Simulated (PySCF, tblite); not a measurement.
# C6H5FGeO2: geometry, infrared bands and NMR shifts

Wanted: the infrared bands and NMR shifts of C6H5FGeO2 (`F[C]1=C(c2ccco2)[O][GeH2]1`), by calculation.

Programs: tblite 0.8.0 and PySCF 2.14.0, with density-fitted response routines of our own. Each step states its level of theory. These are calculated values for one molecule in the gas phase, unless marked as measured. Atoms are numbered from 0 throughout.

**1. The starting structure**

15 atoms, charge 0, multiplicity 1; geometry from: force field or distance geometry start.

Bonds of the start (Å): F0–C1 1.35, C1–C2 1.38, C2–C3 1.47, C3–C4 1.39, C4–C5 1.38, C5–C6 1.38, C6–O7 1.32, C2–O8 1.44, O8–Ge9 1.73, Ge9–C1 1.82, O7–C3 1.30, C4–H10 1.07, C5–H11 1.08, C6–H12 1.08, Ge9–H13 1.56, Ge9–H14 1.54.

**2. Optimising the geometry with GFN2-xTB**

Job settings and geometry (Å):

```
{"job": {"kind": "relax", "xc": "GFN2-xTB", "basis": "xTB"}, "charge": 0, "multiplicity": 1}
F      1.431900    -0.982000    -2.156300
C      1.648100    -0.380100    -0.969700
C      0.840100     0.036000     0.073000
C     -0.624300    -0.009100     0.204200
C     -1.340600     0.441400     1.304700
C     -2.666200     0.186200     0.998000
C     -2.665500    -0.408700    -0.247600
O     -1.428700    -0.514800    -0.683800
O      1.856200     0.552100     0.961100
Ge     3.156900     0.150300    -0.110700
H     -0.952700     0.905800     2.192000
H     -3.524600     0.406600     1.619800
H     -3.547100    -0.745200    -0.773400
H      3.804700     1.399600    -0.776300
H      4.007400    -1.030100     0.400800
```

On the command line:

```
$ OMP_NUM_THREADS=1 python probes_run.py task.json out
```

The driver reads the jobs from task.json and runs them one after another.

What it wrote:

```text
step      E/eV     max force
  0    -819.15791    3.766
  1    -819.61325    1.624
  2    -819.70048    1.063
  3    -819.80769    0.886
  4    -819.85026    0.839
  5    -819.91220    0.798
  6    -819.95977    0.827
  7    -819.99571    0.490
  8    -820.01682    0.402
  9    -820.03158    0.368
 10    -820.04284    0.376
 11    -820.05035    0.340
 12    -820.05544    0.165
 13    -820.05739    0.105
 14    -820.05823    0.085
 15    -820.05894    0.093
 16    -820.05947    0.057
 17    -820.05982    0.059
 18    -820.06010    0.053
 19    -820.06033    0.055
 20    -820.06052    0.036
 21    -820.06068    0.034
 22    -820.06083    0.030
 23    -820.06099    0.032
 24    -820.06118    0.040
 25    -820.06141    0.047
 26    -820.06166    0.045
 27    -820.06189    0.038
 28    -820.06205    0.032
 29    -820.06217    0.028
 30    -820.06228    0.039
 31    -820.06244    0.053
 32    -820.06263    0.049
 33    -820.06283    0.031
 34    -820.06303    0.031
 35    -820.06320    0.038
 36    -820.06334    0.042
 37    -820.06343    0.028
 38    -820.06348    0.017
 39    -820.06350    0.012
 40    -820.06353    0.011
 41    -820.06354    0.010
 42    -820.06355    0.007
```

It took 1 s on 1 thread of Intel Xeon at 2.50GHz, shared host.

The steps of the relaxation: (not every step is listed)

| step | energy from step 0 (eV) | largest force (eV/Å) |
| --- | --- | --- |
| 0 | 0.0000 | 3.7660 |
| 1 | -0.4553 | 1.6236 |
| 2 | -0.5426 | 1.0626 |
| 3 | -0.6498 | 0.8857 |
| 4 | -0.6924 | 0.8391 |
| 5 | -0.7543 | 0.7976 |
| 6 | -0.8019 | 0.8265 |
| 7 | -0.8378 | 0.4901 |
| 8 | -0.8589 | 0.4023 |
| 10 | -0.8849 | 0.3761 |
| 12 | -0.8975 | 0.1648 |
| 14 | -0.9003 | 0.0851 |
| 16 | -0.9016 | 0.0573 |
| 18 | -0.9022 | 0.0529 |
| 20 | -0.9026 | 0.0355 |
| 22 | -0.9029 | 0.0301 |
| 24 | -0.9033 | 0.0399 |
| 26 | -0.9037 | 0.0445 |
| 28 | -0.9041 | 0.0321 |
| 30 | -0.9044 | 0.0385 |
| 32 | -0.9047 | 0.0491 |
| 34 | -0.9051 | 0.0305 |
| 36 | -0.9054 | 0.0420 |
| 37 | -0.9055 | 0.0276 |
| 38 | -0.9056 | 0.0175 |
| 39 | -0.9056 | 0.0122 |
| 40 | -0.9056 | 0.0114 |
| 41 | -0.9056 | 0.0103 |
| 42 | -0.9056 | 0.0075 |

Distances of close pairs at the start and the end, largest changes first:

| bond | before (Å) | after (Å) | change (Å) |
| --- | --- | --- | --- |
| O8–Ge9 | 1.733 | 1.879 | +0.147 |
| C1–Ge9 | 1.815 | 1.946 | +0.131 |
| C2–O8 | 1.445 | 1.375 | -0.070 |
| C3–O7 | 1.301 | 1.352 | +0.052 |
| Ge9–H13 | 1.557 | 1.510 | -0.047 |
| C2–C3 | 1.471 | 1.430 | -0.041 |
| C2–Ge9 | 2.327 | 2.365 | +0.038 |
| C1–C2 | 1.383 | 1.349 | -0.034 |

The final coordinates are the input of the step that follows.

**3. Vibrational analysis with GFN2-xTB**

Job settings and geometry (Å):

```
{"job": {"kind": "ir", "xc": "GFN2-xTB", "basis": "xTB"}, "charge": 0, "multiplicity": 1}
F      1.168168    -1.040876    -2.239730
C      1.563636    -0.457172    -1.096992
C      0.829033    -0.018614    -0.053994
C     -0.576851    -0.013649     0.208744
C     -1.274478     0.449888     1.300335
C     -2.633920     0.200782     1.025782
C     -2.666150    -0.391645    -0.202912
O     -1.433261    -0.525614    -0.703882
O      1.689842     0.505533     0.881234
Ge     3.185797     0.119301    -0.188807
H     -0.849573     0.904412     2.170977
H     -3.471169     0.429299     1.652827
H     -3.479822    -0.749552    -0.802746
H      3.875280     1.426290    -0.499884
H      4.069055    -0.830393     0.584687
```

What it wrote:

```text
mode    cm-1     km/mol
  1      58.2      0.05
  2      76.8      4.65
  3      91.2      1.62
  4     200.3      0.66
  5     227.2      8.82
  6     255.1      4.04
  7     271.4     26.17
  8     375.9     15.94
  9     420.6     32.41
 10     480.9     27.52
 11     485.4      1.57
 12     542.7     65.28
 13     576.3     45.82
 14     585.5      5.59
 15     640.7     14.59
 16     658.5      0.04
 17     700.0     13.14
 18     773.6     13.19
 19     774.7    322.22
 20     824.4      9.54
 21     849.2      0.94
 22     858.5      4.36
 23     922.7     16.16
 24    1033.4     31.38
 25    1079.2      8.34
 26    1112.9     60.37
 27    1138.6    319.47
 28    1155.6     29.07
 29    1223.9      9.00
 30    1314.5     42.68
 31    1380.0     16.79
 32    1446.1     62.02
 33    1546.6      8.41
 34    1643.3     29.11
 35    1875.7    263.37
 36    1952.9    502.52
 37    3166.6      1.85
 38    3185.9     15.76
 39    3198.1      4.15
```

It took 2 s on 1 thread of Intel Xeon at 2.50GHz, shared host.

Which atoms move in the most intense modes:

| cm⁻¹ | km/mol | atoms |
| --- | --- | --- |
| 543 | 65.3 | C2 28 %, H14 19 %, H13 19 %, O8 14 % |
| 576 | 45.8 | H14 37 %, H13 37 %, O8 19 % |
| 775 | 322.2 | H14 47 %, H13 47 % |
| 1113 | 60.4 | H10 21 %, O7 18 %, H12 17 %, C6 17 % |
| 1139 | 319.5 | C1 35 %, C2 28 %, O8 20 %, F0 14 % |
| 1446 | 62.0 | C3 31 %, C6 29 %, C5 19 % |
| 1876 | 263.4 | H14 49 %, H13 49 % |
| 1953 | 502.5 | H13 49 %, H14 49 % |

**4. Nuclear shieldings: PBE0/pcSseg-1**

Same as in step 3 but for these lines:

```diff
@@ -1,2 +1,2 @@
-{"job": {"kind": "ir", "xc": "GFN2-xTB", "basis": "xTB"}, "charge": 0, "multiplicity": 1}
+{"job": {"kind": "nmr", "xc": "PBE0", "basis": "pcSseg-1"}, "charge": 0, "multiplicity": 1}
 F      1.168168    -1.040876    -2.239730
```

Method: GIAO PBE0/pcSseg-1 NMR shielding, non-relativistic, gas phase.

What it wrote:

```text
coarse grid: 66520 points
cycle   1  E = -2557.6275759513  dE =  1.466e+00  |g| = 1.210e+00  |ddm| = 4.138e+00
cycle   2  E = -2557.2324517191  dE =  3.951e-01  |g| = 1.847e+00  |ddm| = 2.681e+00
cycle   3  E = -2557.7709688702  dE = -5.385e-01  |g| = 4.342e-01  |ddm| = 2.194e+00
cycle   4  E = -2557.8059612638  dE = -3.499e-02  |g| = 1.274e-01  |ddm| = 5.155e-01
cycle   5  E = -2557.8083942535  dE = -2.433e-03  |g| = 5.248e-02  |ddm| = 1.398e-01
cycle   6  E = -2557.8089387484  dE = -5.445e-04  |g| = 1.266e-02  |ddm| = 5.577e-02
cycle   7  E = -2557.8089683570  dE = -2.961e-05  |g| = 4.267e-03  |ddm| = 1.388e-02
cycle   8  E = -2557.8089722570  dE = -3.900e-06  |g| = 8.585e-04  |ddm| = 4.336e-03
final grid: 141168 points
cycle   9  E = -2557.8090559004  dE =  2.760e-07  |g| = 1.488e-03  |ddm| = 2.244e-03
cycle  10  E = -2557.8090547477  dE =  1.153e-06  |g| = 2.766e-03  |ddm| = 3.610e-03
cycle  11  E = -2557.8090563490  dE = -1.601e-06  |g| = 2.072e-04  |ddm| = 2.388e-03
cycle  12  E = -2557.8090563580  dE = -8.967e-09  |g| = 3.194e-05  |ddm| = 2.059e-04
cycle  13  E = -2557.8090563582  dE = -2.087e-10  |g| = 1.362e-05  |ddm| = 4.310e-05
converged SCF energy = -2557.8090563582

GIAO shielding tensors (ppm)
atom      isotropic    diamagn.    paramagn.     s11        s22        s33       span
  0 F      322.050     473.732    -151.682    292.187    318.685    355.278     63.092
  1 C       40.452     247.104    -206.651    -13.211     65.488     69.080     82.291
  2 C       29.364     250.916    -221.552    -50.505     62.501     76.097    126.602
  3 C       34.837     251.230    -216.392    -31.259     38.360     97.410    128.669
  4 C       67.418     251.746    -184.329    -11.190     48.006    165.437    176.627
  5 C       68.962     259.026    -190.064    -18.210     62.428    162.669    180.879
  6 C       37.285     248.730    -211.445    -43.594     48.394    107.054    150.648
  7 O       39.054     396.050    -356.996   -111.366    -32.765    261.293    372.659
  8 O      282.999     398.927    -115.929    203.580    306.423    338.993    135.413
  9 Ge    1293.512    2757.505   -1463.992   1171.422   1238.116   1470.998    299.576
 10 H       24.655      33.317      -8.662     21.514     24.470     27.981      6.467
 11 H       24.949      30.650      -5.701     22.997     25.619     26.231      3.234
 12 H       24.053      29.138      -5.086     20.975     25.261     25.922      4.947
 13 H       25.393      28.064      -2.671     19.526     20.711     35.941     16.415
 14 H       25.393      28.030      -2.637     19.527     20.712     35.942     16.415
```

It took 2.3 min on 1 thread of Intel Xeon at 2.50GHz, shared host; peak memory 1.1 GiB.

The references, computed at this level on geometries of the same kind, shield at (ppm): ¹H TMS 31.72, ¹³C TMS 186.9, ¹⁹F CFCl3 170.9, ¹⁷O H2O 336.1, ⁷³Ge GeMe4 1331. Their shielding less the atom's gives the shift. The references are single molecules in the gas phase, so shifts against H2O, NH3, PH3, H3PO4 or CFCl3 are not on the usual liquid scales and can be off by tens of ppm. Atoms listed in one row are averaged.

| atoms | environment | σ (ppm) | δ (ppm) |
| --- | --- | --- | --- |
| C2 | alkene carbon bearing oxygen | 29.4 | 157.6 |
| C3 | substituted aromatic carbon next to the ring oxygen | 34.8 | 152.1 |
| C6 | aromatic CH next to the ring oxygen | 37.3 | 149.6 |
| C1 | β carbon of an enol-ether or enamine type C=C | 40.5 | 146.5 |
| C4 | aromatic CH | 67.4 | 119.5 |
| C5 | aromatic CH | 69.0 | 118.0 |
| H12 | hydrogen on an aromatic CH next to the ring oxygen | 24.05 | 7.66 |
| H10 | hydrogen on an aromatic CH | 24.66 | 7.06 |
| H11 | hydrogen on an aromatic CH | 24.95 | 6.77 |
| H13, H14 | hydrogen on a germanium bonded to C, O, in a 4-membered ring | 25.39 | 6.32 |
| F0 | vinylic fluorine | 322.0 | -151.1 |
| O7 | aromatic ring oxygen | 39.1 | 297.0 |
| O8 | oxygen bonded to C, Ge, in a 4-membered ring | 283.0 | 53.1 |
| Ge9 | germanium bonded to C, O, 2 H, in a 4-membered ring | 1294 | 37 |

Charges from the same density, by scheme (e):

| atoms | Mulliken | IAO | Hirshfeld | ESP fit |
| --- | --- | --- | --- | --- |
| F0 | -0.26 | -0.25 | -0.09 | -0.13 |
| C1 | -0.04 | -0.06 | -0.07 | -0.12 |
| C2 | 0.28 | 0.17 | 0.03 | -0.04 |
| C3 | 0.22 | 0.14 | 0.04 | 0.40 |
| C4 | -0.11 | -0.20 | -0.07 | -0.32 |
| C5 | -0.14 | -0.22 | -0.09 | -0.20 |
| C6 | 0.16 | 0.02 | 0.02 | -0.17 |
| O7 | -0.37 | -0.22 | -0.05 | -0.11 |
| O8 | -0.65 | -0.59 | -0.25 | -0.43 |
| Ge9 | 0.64 | 0.84 | 0.44 | 0.66 |

Mayer bond orders: F0–C1 0.96, C1–C2 1.44, C2–C3 1.03, C3–C4 1.48, C4–C5 1.29, C5–C6 1.58, C6–O7 1.11, C2–O8 1.01, O8–Ge9 0.74, Ge9–C1 0.98, O7–C3 1.05.

Ring of atoms C1, C2, O8, Ge9: NICS(0) -8.0, NICS(1) -1.4, NICS(1)zz 2.4 ppm (means of both faces).

Ring of atoms C3, C4, C5, C6, O7: NICS(0) -11.6, NICS(1) -10.1, NICS(1)zz -25.5 ppm (means of both faces).

**5. What came out**

| quantity | value |
| --- | --- |
| strongest single infrared mode (GFN2-xTB) | 1953 cm⁻¹, 503 km/mol |
| zero-point energy (GFN2-xTB) | 55.9 kcal/mol |
| ¹³C shifts against TMS (PBE0/pcSseg-1) | 157.6, 152.1, 149.6, 146.5, 119.5, 118.0 ppm |
| ¹H shifts against TMS (PBE0/pcSseg-1, means over atoms taken as alike) | 7.66, 7.06, 6.77, 6.32 ppm |
| ¹⁹F shifts against CFCl3 (PBE0/pcSseg-1) | -151.1 ppm |
| ¹⁷O shifts against H2O (PBE0/pcSseg-1) | 297.0, 53.1 ppm |
| ⁷³Ge shifts against GeMe4 (PBE0/pcSseg-1) | 37 ppm |

Relaxing lowered the energy by 0.906 eV in 42 steps; the close pair that moved most is O8–Ge9, from 1.733 to 1.879 Å. All 39 modes are real, so the xTB geometry is a minimum. The strongest single mode, at 1953 cm⁻¹, moves mainly H13 and H14. GFN2-xTB is a fitted tight-binding method: band positions and strengths are rough. Its intensities can rank the bands wrongly. At PBE0/pcSseg-1: Shielding is most anisotropic at O7 (span 373 ppm, paramagnetic term -357 ppm). NICS(1)zz of -26 ppm above the planar ring from C3 marks a diatropic (aromatic) ring current. Spin-orbit coupling is left out, which matters for shieldings and couplings at and beside the heavy atoms.
